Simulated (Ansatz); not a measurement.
**C₂H₅BF₂: basis-set convergence**

The task here is to estimate one member of a computed series from the others.

Method: one geometry, several basis sets; program: Ansatz 0.2.0, Gaussian basis.

Plan: PBE0-D4/def2-SVP; ωB97M-V/def2-SVP; PBE0-D4/def2-QZVPP; ωB97M-V/def2-QZVPP; the functionals' def2-TZVPP values are taken from earlier runs.

## The relaxed structure

The geometry comes from an earlier relaxation with PBE0-D4 in a triple-zeta def2 set; it is a stationary point, not always the lowest conformer.

10 atoms, charge 0, spin multiplicity 1.

Atoms are counted from 1 here; the program's logs count them from 0.

Bond lengths: C1–C2 1.523 Å, C1–H6 1.092 Å, C1–H7 1.092 Å, C1–H8 1.092 Å, C2–B3 1.558 Å, C2–H9 1.098 Å, C2–H10 1.098 Å, B3–F4 1.323 Å, B3–F5 1.324 Å. Angles: C2–C1–H6 111.4°, C2–C1–H7 111.3°, C2–C1–H8 111.3°, H6–C1–H7 107.7°, H6–C1–H8 107.7°, H7–C1–H8 107.1°, C1–C2–B3 115.9°, C1–C2–H9 111.0°, C1–C2–H10 110.9°, B3–C2–H9 107.3°, B3–C2–H10 107.1°, H9–C2–H10 103.9°, C2–B3–F4 122.8°, C2–B3–F5 121.4°, F4–B3–F5 115.9°.

Set-up of the first run:

File in.yaml:

```yaml
crystal:
  periodic: [false, false, false]
  atoms:
    - {symbol: C, position_ang: [-1.143038, -0.282296, -0.295580]}
    - {symbol: C, position_ang: [0.379071, -0.286283, -0.348246]}
    - {symbol: B, position_ang: [1.097853, 0.612090, 0.702924]}
    - {symbol: F, position_ang: [0.441836, 1.326622, 1.602406]}
    - {symbol: F, position_ang: [2.418090, 0.701283, 0.745748]}
    - {symbol: H, position_ang: [-1.570520, -0.936461, -1.057947]}
    - {symbol: H, position_ang: [-1.507981, -0.621857, 0.676005]}
    - {symbol: H, position_ang: [-1.543754, 0.720754, -0.456264]}
    - {symbol: H, position_ang: [0.738917, 0.018956, -1.339144]}
    - {symbol: H, position_ang: [0.772626, -1.303908, -0.227004]}
basis:
  gaussian: {orbitals: def2-SVP}
hamiltonian: {xc: pbe0, dispersion: d4}
output: {orbitals: {seedname: orbitals}}
```

Launch:

```sh
$ ansatz run in.yaml --threads 4 --pin off --events-out ev --progress --plain --max-ram 10444MiB
```

Among the steps run: PBE0-D4 in def2-SVP; ωB97M-V in def2-SVP; PBE0-D4 in def2-QZVPP; ωB97M-V in def2-QZVPP.

One table of the session follows, with a row left open; its other results are not shown here.

| functional | basis | HOMO (eV) | LUMO (eV) |
| --- | --- | --- | --- |
| PBE0-D4 | def2-SVP | ? | ? |
| PBE0-D4 | def2-TZVPP | -9.43 | 0.39 |
| PBE0-D4 | def2-QZVPP | -9.44 | 0.34 |
| ωB97M-V | def2-SVP | -11.67 | 2.74 |
| ωB97M-V | def2-TZVPP | -11.76 | 1.97 |
| ωB97M-V | def2-QZVPP | -11.78 | 1.58 |

Q: Estimate the row for PBE0-D4, def2-SVP from the others.

The run gave: HOMO (eV): -9.35; LUMO (eV): 0.57. In the column «HOMO (eV)» it is the highest.
